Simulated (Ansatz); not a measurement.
# Be₂H₂ (singlet): wave-function methods side by side at scale of all distances = 1.106, cc-pVDZ

An exercise on one series of results from a longer session: the logs are not shown, and one member is left open.

The runs use Ansatz 0.2.0, Gaussian basis; cc-pVDZ, core rule «outside noble gas», up to 2 orbitals frozen.

Plan: UHF; CCSD(T) on RHF; BCCD(T) on RHF; CISD; CCSDT(Q) on RHF; CASSCF and MRCISD+Q, 2 electrons in 2 orbitals; CASSCF and NEVPT2, 2 electrons in 2 orbitals; CASSCF and MRCISD+Q, 6 electrons in 10 orbitals; CASSCF and MRCISD+Q(relaxed), 6 electrons in 10 orbitals; CASSCF and NEVPT2, 6 electrons in 10 orbitals; Full CI.

17 further runs of the same task are left out: 1 for a mislabelled method, 12 that didn't finish, 4 set aside as unsound or not needed.

## What is computed

The geometry derives from a PBE0/def2-TZVP stationary point (not a proven minimum). All distances are scaled together.

4 atoms, charge 0, spin multiplicity 1.

Atoms are counted from 1 here; the program's logs count them from 0.

Bond lengths: Be1–H3 1.490 Å, Be2–H4 1.490 Å.

Coordinates:

| atom | x (Å) | y (Å) | z (Å) |
| --- | --- | --- | --- |
| Be1 | 0.00000 | 0.00000 | 1.16432 |
| Be2 | 0.00000 | 0.00000 | -1.16432 |
| H3 | 0.00000 | 0.00000 | 2.65467 |
| H4 | 0.00000 | 0.00000 | -2.65467 |

Set-up of the first run:

in.yaml reads:

```yaml
crystal:
  periodic: [false, false, false]
  atoms:
    - {symbol: Be, position_ang: [0.000000, 0.000000, 1.164319]}
    - {symbol: Be, position_ang: [0.000000, 0.000000, -1.164319]}
    - {symbol: H, position_ang: [0.000000, 0.000000, 2.654674]}
    - {symbol: H, position_ang: [0.000000, 0.000000, -2.654674]}
basis:
  gaussian: {orbitals: cc-pVDZ}
magnetization: {spin_polarized: true, initial_magnetization: 0}
hamiltonian: {xc: hf}
output: {orbitals: {seedname: orbitals}}
```

On the command line:

```bash
> ansatz run in.yaml --threads 1 --pin off --events-out ev --progress --plain --max-ram 2393MiB
```

Steps of the session up to this table: UHF; CCSD(T) on RHF; BCCD(T) on RHF; CISD; CCSDT(Q) on RHF; CASSCF and MRCISD+Q, 2 electrons in 2 orbitals; CASSCF and NEVPT2, 2 electrons in 2 orbitals; CASSCF and MRCISD+Q, 6 electrons in 10 orbitals; CASSCF and MRCISD+Q(relaxed), 6 electrons in 10 orbitals; CASSCF and NEVPT2, 6 electrons in 10 orbitals; Full CI.

One table of the session follows, with a row left open; its other results are not shown here.

```
                   method  from FCI (meV)
                      RHF         +2940.5
                     RMP2          +817.5
                     CISD          +196.7
                    RCCSD           +58.5
                 RCCSD(T)           +16.9
                  BCCD(T)           +16.6
                   RCCSDT            +2.1
                RCCSDT(Q)            +0.6
              CASSCF pair         +2541.0
              NEVPT2 pair          +804.4
              MRCISD pair          +151.7
            MRCISD+Q pair           -30.3
           CASSCF valence               ?
           NEVPT2 valence          +365.3
           MRCISD valence           +47.5
         MRCISD+Q valence           +16.1
MRCISD+Q(relaxed) valence           -14.9
                      FCI               0
```

Q: Estimate the row for CASSCF valence from the others.

The run gave: from FCI (meV): +1183.0. In the column «from FCI (meV)» it lies between RMP2 (+817.5) and CASSCF pair (+2541.0).

To keep in mind: MRCISD+Q pair, MRCISD+Q(relaxed) valence fall below full CI: the +Q correction isn't variational, and the cores differ from full CI's.
